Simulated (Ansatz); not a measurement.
# GeH₄ + SiF₂: a complex and its separated parts

Aim: how far the complex at one end of a reaction step lies below its separated, relaxed parts, level by level.

The runs use Ansatz 0.2.0, Gaussian basis; PBE0-D4/def2-TZVP structures, single points in def2-TZVPP, no counterpoise correction.

Levels: SPW92, PBE-D4, BLYP-D4, r2SCAN-D4, B97M-V, PBE0-D4, B3LYP-D4, r2SCAN0-D4, BHLYP-D4, CAM-B3LYP-D4, wB97X-V, wB97M-V, B2PLYP, PBE-QIDH, RPA on PBE, Hartree-Fock, MP2, CCSD, CCSD(T).

Correlated methods freeze the cores. Filled d shells of the heavier atoms are correlated. B3LYP uses VWN-RPA correlation. B2PLYP carries no dispersion term here.

56 further runs of the same task are left out: 56 set aside as unsound or not needed.

## 1. Starting geometry

The complex: 8 atoms, charge 0, spin multiplicity 1.

Atoms are counted from 1 here; the program's logs count them from 0.

Bond lengths: Ge1–H3 1.556 Å, Ge1–H6 1.530 Å, Ge1–H7 1.533 Å, Ge1–H8 1.531 Å, Si2–F4 1.610 Å, Si2–F5 1.607 Å. Angles: H3–Ge1–H6 108.0°, H3–Ge1–H7 107.7°, H3–Ge1–H8 107.8°, H6–Ge1–H7 111.1°, H6–Ge1–H8 111.2°, H7–Ge1–H8 110.8°, F4–Si2–F5 100.1°.

Coordinates:

```xyz
8
F2GeH4Si
Ge   -0.94351   -0.15242    0.89041
Si    1.29112    0.75871   -1.78499
H    -0.63506    0.56129   -0.45699
F     2.17370    0.74367   -0.43905
F     1.23297   -0.81607   -2.10099
H    -0.14429   -1.45651    0.92852
H    -2.45099   -0.42634    0.93904
H    -0.52394    0.78768    2.02395
```

Its parts: GeH₄ holds atoms 1, 3, 6, 7, 8; SiF₂ holds atoms 2, 4, 5. Each part counts its atoms afresh in its own runs.

## 2. Relaxing GeH₄ alone

relax-a/in.yaml

```yaml
crystal:
  periodic: [false, false, false]
  atoms:
    - {symbol: Ge, position_ang: [-0.943513, -0.152420, 0.890405]}
    - {symbol: H, position_ang: [-0.635062, 0.561287, -0.456986]}
    - {symbol: H, position_ang: [-0.144290, -1.456514, 0.928516]}
    - {symbol: H, position_ang: [-2.450992, -0.426340, 0.939038]}
    - {symbol: H, position_ang: [-0.523938, 0.787679, 2.023949]}
basis:
  gaussian: {orbitals: def2-TZVP}
hamiltonian: {xc: pbe0, dispersion: d4}
relax: {f_tol: 0.005, max_steps: 200}
```

Run with:

```console
> ansatz run in.yaml --threads 4 --pin off --events-out ev --progress --plain --max-ram 9574MiB
```

After this run come: Relaxing SiF₂ alone; SPW92/def2-TZVPP; PBE-D4/def2-TZVPP; BLYP-D4/def2-TZVPP; r2SCAN-D4/def2-TZVPP; B97M-V/def2-TZVPP; PBE0-D4/def2-TZVPP; B3LYP-D4/def2-TZVPP; r2SCAN0-D4/def2-TZVPP; BHLYP-D4/def2-TZVPP; CAM-B3LYP-D4/def2-TZVPP; wB97X-V/def2-TZVPP; wB97M-V/def2-TZVPP; B2PLYP/def2-TZVPP; PBE-QIDH/def2-TZVPP; RPA on PBE/def2-TZVPP; CCSD(T)/def2-TZVPP; MP2/def2-QZVPP; Vibrations of GeH₄; Vibrations of SiF₂.

Q: Predict the outcome of this session. Wanted: complex less parts, CCSD(T)/def2-TZVPP; with zero-point energy; largest T1 diagnostic.

**Answer**, as computed:

| quantity | value |
| --- | --- |
| complex less parts, CCSD(T)/def2-TZVPP | -2.32 kJ/mol |
| with zero-point energy | +0.49 kJ/mol |
| largest T1 diagnostic | 0.015 |

What this shows: At CCSD(T) the complex lies 2.32 kJ/mol below its parts. Among the functionals PBE-QIDH lands nearest to CCSD(T) (-1.95 kJ/mol) and SPW92 farthest (-18.94 kJ/mol). Mean unsigned error by rung: LDA 18.94, GGA 9.38, meta-GGA 6.17, hybrid 7.08, range-separated hybrid 3.38, double hybrid 2.13 kJ/mol. PBE-D4 gives a relative energy 11.18 kJ/mol too low, an error of 482 % of the reference. No counterpoise was applied, and triple zeta lacks some correlation, so the CCSD(T) reference has a basis error of its own, and close matches with it are partly luck. The restricted Hartree–Fock reference is unstable towards an unrestricted one at one or more of these structures.
